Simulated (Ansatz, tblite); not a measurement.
# Cs₂AgBiBr₆ with GFN1-xTB from a Python script

These are simulated results from tblite 0.8.0, not measurements. The cell began as a measured structure and was relaxed with r2SCAN in plane waves (Ansatz 0.2.0). All runs are without spin polarisation.

It is cubic, Fm-3m (No. 225); a = 11.346 Å in the conventional setting, 36.51 Å³ an atom. Around Cs lie 12 Br at 4.01 Å; around Ag lie 6 Br at 2.82 Å; around Bi lie 6 Br at 2.86 Å; around Br lie 1 Ag at 2.82 Å and 1 Bi at 2.86 Å and 4 Cs at 4.01 Å.

tblite solves periodic systems at the zone centre alone, so the script builds a cluster of 1×1×1 conventional cells (40 atoms), which folds in a coarse mesh of k points.

The script, run.py:

```python
import json
from ase import Atoms
from ase.build import make_supercell
from ase.units import Bohr, GPa, Hartree
from tblite.interface import Calculator

atoms = Atoms(['Cs', 'Cs', 'Ag', 'Bi', 'Br', 'Br', 'Br', 'Br', 'Br', 'Br'],
              cell=[[0.0, 5.6728029, 5.6728029], [5.6728029, 0.0, 5.6728029], [5.6728029, 5.6728029, 0.0]],
              scaled_positions=[[0.25, 0.25, 0.25], [0.75, 0.75, 0.75], [0.5, 0.5, 0.5], [0.0, 0.0, 0.0], [0.251824356, 0.748175644, 0.251824356], [0.251824356, 0.748175644, 0.748175644], [0.748175644, 0.251824356, 0.748175644], [0.748175644, 0.251824356, 0.251824356], [0.251824356, 0.251824356, 0.748175644], [0.748175644, 0.748175644, 0.251824356]],
              pbc=True)
cluster = make_supercell(atoms, [[-1, 1, 1], [1, -1, 1], [1, 1, -1]])
calc = Calculator('GFN1-xTB', cluster.numbers, cluster.positions / Bohr, lattice=cluster.cell[:] / Bohr, periodic=cluster.pbc)
calc.set('temperature', 0.02 / Hartree)
calc.set('max-iter', 150)
res = calc.singlepoint()
levels = res.get('orbital-energies') * Hartree
nv = round(res.get('orbital-occupations').sum() / 2)
cells = len(cluster) // len(atoms)
out = {'energy_per_cell': res.get('energy') * Hartree / cells, 'homo': levels[nv - 1], 'lumo': levels[nv],
       'stress': (-res.get('virial') * Hartree / cluster.get_volume() / GPa).tolist(), 'charges': res.get('charges')[:len(atoms)].tolist(), 'electrons': 2 * nv / cells}
json.dump(out, open('results.json', 'w'))
for key, value in out.items():
    print(key, value)
```

Command: `python run.py`. It took 1.6 s on 1 thread of Arm Neoverse V2, with other jobs on the host, peak memory 0.11 GiB.

The log:

```
------------------------------------------------------------
  cycle        total energy    energy error   density error
------------------------------------------------------------
      1     -117.6888543801  -1.1748881E+02   7.7714255E-01
      2     -96.63751324723   2.1051341E+01   3.4898836E-01
      3      1007.006917188   1.1036444E+03   1.3776597E+00
      4     -92.42350794955  -1.0994304E+03   3.5300116E-01
      5     -117.0335619150  -2.4610054E+01   1.2893930E-01
      6     -120.9921847182  -3.9586228E+00   5.5535525E-02
      7     -121.1068938224  -1.1470910E-01   4.0228174E-02
      8     -121.7196992276  -6.1280541E-01   1.4111734E-02
      9     -121.7643913952  -4.4692168E-02   6.1790581E-03
     10     -121.7583928436   5.9985516E-03   4.1677051E-03
     11     -121.7641812456  -5.7884020E-03   2.3013506E-03
     12     -121.7661171547  -1.9359091E-03   5.1074819E-04
     13     -121.7661320146  -1.4859884E-05   8.1972499E-05
     14     -121.7661330791  -1.0645566E-06   3.1169662E-05
     15     -121.7661333060  -2.2688509E-07   1.6660787E-05
------------------------------------------------------------

 total:                                   1.108 sec
energy_per_cell -828.3563145210318
homo 26.250425971709788
lumo 28.225842884234353
stress [[-1.7772325366423936, -0.00031085127189555485, -0.0003108512715728774], [-0.00031085127189554824, -1.7772325366425645, -0.00031085127184122543], [-0.00031085127157287325, -0.0003108512718412296, -1.7772325366425965]]
charges [0.6898296964690541, 0.6858386799380984, 0.07961287851639987, 0.7967423814187726, -0.3749528974025982, -0.37493047575553784, -0.3749304757554438, -0.37495289740274695, -0.37495289740273097, -0.3749304757555114]
electrons 60.0
```

The cycle table is in hartree for the whole cluster, and the lines after it are in eV (the energy for one cell). The printed stress is in GPa and positive in compression, and the pressure is its mean diagonal.

GFN1-xTB gives a gap of 1.98 eV. On the same cell, plane-wave PBE (Ansatz, 4×4×4 k points and the special points) gives a gap of 1.28 eV and r2SCAN a gap of 1.67 eV; on shared hosts these took about 17 and 33 core-seconds on the 10-atom cell, against 1.6 for the script. Spin-orbit coupling, left out in all these runs, can cut or reorder the gap by tenths of an eV, up to about 1 eV with Pb or Bi. xTB was fitted to molecules, so gaps, charges and pressures of solids can be far off, and the gap also depends on the size of the cluster.

The same script was run on cells scaled at fixed shape and fractional coordinates:

```tsv
volume (Å³/atom)	energy (meV/atom)	pressure (GPa, positive in compression)	gap (eV)
32.13	5.4	2.74	1.62
34.32	-12.6	0.06	1.84
36.51	0.0	-1.78	1.98
38.70	33.6	-3.05	2.05
40.89	81.6	-3.92	2.08
```

A Birch-Murnaghan fit puts the minimum at 34.38 Å³/atom, 5.8 % below the given cell, with a bulk modulus of 34.2 GPa at fixed shape.

xTB was fitted mostly to molecules, and a small cluster samples few k points, so gaps, pressures and kinks along a curve can be far from a solid's.

Spin-orbit coupling is left out; in compounds of Pb, Bi, Tl or Hg it can lower a gap by up to about 1 eV, split its edges or invert the bands.
